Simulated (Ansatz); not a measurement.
# In4Sb: the cost of one run

Program: Ansatz 0.2.0. Level of theory: DFT PBE, scalar-relativistic, plane waves, PAW. These are calculated values, not measurements.

## 1. Starting point

Symmetry: Im-3m, No. 229, cubic system. Conventional cell: a = 7.090 Å, b = 7.090 Å, c = 7.090 Å, α = 90.00°, β = 90.00°, γ = 90.00°. In (site symmetry -3m) has 2 Sb at 3.07 Å as nearest neighbours. Sb (site symmetry m-3m) has 8 In at 3.07 Å as nearest neighbours.

Coordinates:

```xyz
5
Lattice="-3.5451 3.5451 3.5451 3.5451 -3.5451 3.5451 3.5451 3.5451 -3.5451" Properties=species:S:1:pos:R:3 pbc="T T T"
In    1.7726    1.7726    1.7726
In   -1.7726    1.7726    1.7726
In    1.7726    1.7726   -1.7726
In    1.7726   -1.7726    1.7726
Sb    0.0000    0.0000    0.0000
```

The cell was relaxed beforehand at this level, from a database cell with other species swapped in; it is a trial structure. At a tolerance of 0.05 Å it has space group Im-3m (No. 229); it has 35.64 Å³/atom, an uncorrected energy of +0.28 eV/atom over the elements.

## 2. Static run: bands, density of states and charges

File input.yaml:

```yaml
crystal:
  lattice:
    - [-3.5451017609, 3.5451017609, 3.5451017609]
    - [3.5451017609, -3.5451017609, 3.5451017609]
    - [3.5451017609, 3.5451017609, -3.5451017609]
  atoms:
    - { symbol: In, position: [0.5, 0.5, 0.5] }
    - { symbol: In, position: [0.5, 0.0, 0.0] }
    - { symbol: In, position: [0.0, 0.0, 0.5] }
    - { symbol: In, position: [0.0, 0.5, 0.0] }
    - { symbol: Sb, position: [0.0, 0.0, 0.0] }
basis:
  ecutwfc: 420
kpoints:
  mp_grid: { grid: [8, 8, 8] }
  band_path:
    path:
      - [[0.0, 0.0, 0.0], [0.5, -0.5, 0.5], [0.0, 0.0, 0.5], [0.0, 0.0, 0.0], [0.25, 0.25, 0.25], [0.5, -0.5, 0.5]]
      - [[0.25, 0.25, 0.25], [0.0, 0.0, 0.5]]
    npoints: 14
hamiltonian:
  xc: pbe
scf:
  occupations: { method: gaussian, width: 0.1 }
  n_extra_bands: 12
output:
  forces: true
  stress: true
  eigenvalues: true
  populations: true
  dos: { projected: true, de: 0.02, nscf_kmesh: { grid: [10, 10, 10] } }
  bader: true
  write_density: true
  write_potential: true
  elf: true
  volumetric_format: npy
```

On the command line:

```
> ansatz run input.yaml --threads 1 --pin off --max-ram 2560MiB --backend cpu --events-out ev --progress --plain --runs-dir out
```

**Question.** How long does this run take on 1 thread of AMD EPYC 9R45 (Zen 5), shared host, and how much memory does it need?

About 35 s, with a peak of 0.73 GiB.
